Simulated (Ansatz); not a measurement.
# Sn3Te under changes of volume

One of the cells (29.205 Å³/atom); the others are scaled copies at fixed shape and fractional positions:

```
Te Sn
1.0
    -2.30090    2.30090    5.51649
     2.30090   -2.30090    5.51649
     2.30090    2.30090   -5.51649
Te Sn
1 3
Direct
  0.00000 0.00000 0.00000
  0.50000 0.50000 0.00000
  0.25000 0.75000 0.50000
  0.75000 0.25000 0.50000
```

The cell comes from a database or a generator and needn't be the stable form of this composition.

| Quantity | Value |
| --- | --- |
| Program | Ansatz 0.2.0 |
| Functional | PBE |
| Potentials or basis | Ansatz PAW |
| Cutoff | 420 eV (not typed: the program's choice for these potentials) |
| k mesh | 8 × 8 × 8 |
| Occupations | fermi-dirac, width 0.05 eV |
| Spin | no spin polarisation |

| volume (Å³/atom) | energy over the lowest point (meV/atom) | pressure (GPa) |
| --- | --- | --- |
| 27.453 | 11.29 | 2.7 |
| 28.037 | 3.69 | 1.5 |
| 28.621 | 0.07 | 0.5 |
| 29.205 | 0.00 | -0.4 |
| 29.789 | ? | ? |
| 30.373 | 8.99 | -1.9 |
| 30.958 | 17.39 | -2.6 |

**Question.** What does the run at 29.789 Å³/atom give?

**Answer.** Energy over the lowest point 3.09 meV/atom; pressure -1.2 GPa.

Worked out: A Birch-Murnaghan fit of order 3 (a polynomial in V^(-2/3)) to the other rows has its minimum at 28.92 Å³/atom with B0 = V·E''(V) = 45 GPa and B' = 4.8 at fixed shape and positions, which overstates the stiffness. It gives 3.09 meV/atom at 29.789 Å³/atom, against the run's 3.09, and -dE/dV = -1.2 GPa, against -1.2.

Energies are extrapolated to zero smearing.
